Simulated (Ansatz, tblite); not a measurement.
# 1x4x4 CaO rock-salt block (Ca₈O₈): one state, many levels

Aim: run the singlet of 1x4x4 CaO rock-salt block (Ca₈O₈) at one geometry on many levels, and compare frontier levels, spin and run time.

Method: as each input shows; program: Ansatz 0.2.0, Gaussian basis.

The runs, in order: GFN1-xTB, PBE-D4/def2-SVP, r2SCAN-D4/def2-SVP, HF/STO-3G, MP2/def2-SVP, RPA/def2-SVP.

9 further runs of the same task are left out: 9 that didn't finish. Runs told in other sessions of the task aren't counted.

## Step 1: The geometry

The singlet was relaxed beforehand with r2SCAN-D4/def2-SVP.

16 atoms, charge 0, spin multiplicity 1.

Bond lengths: Ca1–O2 2.054 Å, Ca1–O5 2.053 Å, O2–Ca3 2.249 Å, O2–Ca6 2.280 Å, Ca3–O4 2.067 Å, Ca3–O7 2.272 Å, O4–Ca8 2.085 Å, O5–Ca6 2.282 Å, O5–Ca9 2.255 Å, Ca6–O7 2.230 Å, Ca6–O10 2.223 Å, O7–Ca8 2.231 Å, O7–Ca11 2.249 Å, Ca8–O12 2.256 Å, Ca9–O10 2.263 Å, Ca9–O13 2.070 Å, O10–Ca11 2.239 Å, O10–Ca14 2.230 Å and more. Angles: O2–Ca1–O5 94.9°, Ca1–O2–Ca3 164.8°, Ca1–O2–Ca6 91.0°, Ca3–O2–Ca6 90.2°, O2–Ca3–O4 144.0°, O2–Ca3–O7 88.8°, O4–Ca3–O7 85.9°, Ca3–O4–Ca8 98.7°, Ca1–O5–Ca6 91.0°, Ca1–O5–Ca9 166.2°, Ca6–O5–Ca9 90.4°, O2–Ca6–O5 83.1°, O2–Ca6–O7 89.0°, O2–Ca6–O10 156.2°, O5–Ca6–O7 153.3°, O5–Ca6–O10 88.8°, O7–Ca6–O10 88.3°, Ca3–O7–Ca6 90.9° and more.

Geometry (Å):

```mol
Ca8O8
  3D, bonds by distance, orders not assigned

 16 24  0  0  0  0  0  0  0  0999 V2000
   -0.1740   -3.1484   -3.1329 Ca  0  0
   -0.2008   -3.2420   -1.0813 O   0  0
    0.3612   -3.3496    1.0932 Ca  0  0
   -0.3684   -3.1798    3.0192 O   0  0
   -0.1995   -1.0968   -3.2140 O   0  0
   -0.3462   -0.9707   -0.9398 Ca  0  0
    0.5004   -1.0819    1.1204 O   0  0
   -0.2245   -1.1108    3.2303 Ca  0  0
    0.3125    1.0966   -3.3175 Ca  0  0
    0.3852    1.1252   -1.0559 O   0  0
    0.9335    1.1253    1.1146 Ca  0  0
    0.0203    1.1322    3.2280 O   0  0
   -0.3124    3.0644   -3.1722 O   0  0
   -0.2473    3.2631   -1.0982 Ca  0  0
    0.0932    3.2765    1.1333 O   0  0
   -0.5332    3.0969    3.0727 Ca  0  0
  1  2  8  0
  1  5  8  0
  2  3  8  0
  2  6  8  0
  3  4  8  0
  3  7  8  0
  4  8  8  0
  5  6  8  0
  5  9  8  0
  6  7  8  0
  6 10  8  0
  7  8  8  0
  7 11  8  0
  8 12  8  0
  9 10  8  0
  9 13  8  0
 10 11  8  0
 10 14  8  0
 11 12  8  0
 11 15  8  0
 12 16  8  0
 13 14  8  0
 14 15  8  0
 15 16  8  0
M  END
```

PBE0-D4/def2-SVP was run before; its log isn't repeated, and its numbers join the tables.

## Step 2: GFN1-xTB

Tight binding, by tblite at 300 K electronic temperature and without a spin-polarisation term:

```python
tblite.interface.Calculator('GFN1-xTB', numbers, positions, charge=0, uhf=0).singlepoint()
```

Energy -1169.7748 eV, HOMO -6.36 eV, LUMO -5.03 eV; 0.029 s.

## Step 3: PBE-D4/def2-SVP

start.molden holds the orbitals of an earlier run on this state, given as this run's starting guess.

in.yaml reads:

```yaml
crystal:
  periodic: [false, false, false]
  atoms:
    - {symbol: Ca, position_ang: [-0.174044, -3.148425, -3.132935]}
    - {symbol: O, position_ang: [-0.200789, -3.242042, -1.081303]}
    - {symbol: Ca, position_ang: [0.361198, -3.349580, 1.093237]}
    - {symbol: O, position_ang: [-0.368394, -3.179805, 3.019216]}
    - {symbol: O, position_ang: [-0.199490, -1.096839, -3.213967]}
    - {symbol: Ca, position_ang: [-0.346241, -0.970654, -0.939819]}
    - {symbol: O, position_ang: [0.500425, -1.081948, 1.120403]}
    - {symbol: Ca, position_ang: [-0.224538, -1.110753, 3.230319]}
    - {symbol: Ca, position_ang: [0.312510, 1.096611, -3.317543]}
    - {symbol: O, position_ang: [0.385195, 1.125159, -1.055852]}
    - {symbol: Ca, position_ang: [0.933527, 1.125293, 1.114565]}
    - {symbol: O, position_ang: [0.020257, 1.132158, 3.228044]}
    - {symbol: O, position_ang: [-0.312374, 3.064350, -3.172207]}
    - {symbol: Ca, position_ang: [-0.247277, 3.263098, -1.098209]}
    - {symbol: O, position_ang: [0.093221, 3.276493, 1.133312]}
    - {symbol: Ca, position_ang: [-0.533185, 3.096885, 3.072748]}
basis:
  gaussian: {orbitals: def2-SVP, initial_orbitals: start.molden}
hamiltonian: {xc: pbe, dispersion: d4}
scf: {omitted_lower_state_checks: [starts]}
output: {orbitals: {seedname: orbitals}}
```

Launch:

```console
$ ansatz run in.yaml --threads 4 --pin off --events-out ev --progress --plain --max-ram 6963MiB
```

Further steps of the session: r2SCAN-D4/def2-SVP; HF/STO-3G; MP2/def2-SVP; RPA/def2-SVP.

Before running them: what should the planned runs give, taken together? Wanted: gap in def2-SVP, named functionals, smallest and largest; correlation energy, MP2/def2-SVP; binding an atom, functionals in def2-SVP.

**Answer**, as computed:

| quantity | value |
| --- | --- |
| gap in def2-SVP, named functionals, smallest and largest | 0.91 eV (PBE-D4), 2.55 eV (PBE0-D4) |
| correlation energy, MP2/def2-SVP | -71.59 eV |
| binding an atom, functionals in def2-SVP | 4.33 (PBE0-D4) to 4.63 eV (PBE-D4) |

In words: Over the named functionals in def2-SVP the gap runs from 0.91 eV (PBE-D4) to 2.55 eV (PBE0-D4); exact exchange widens it.
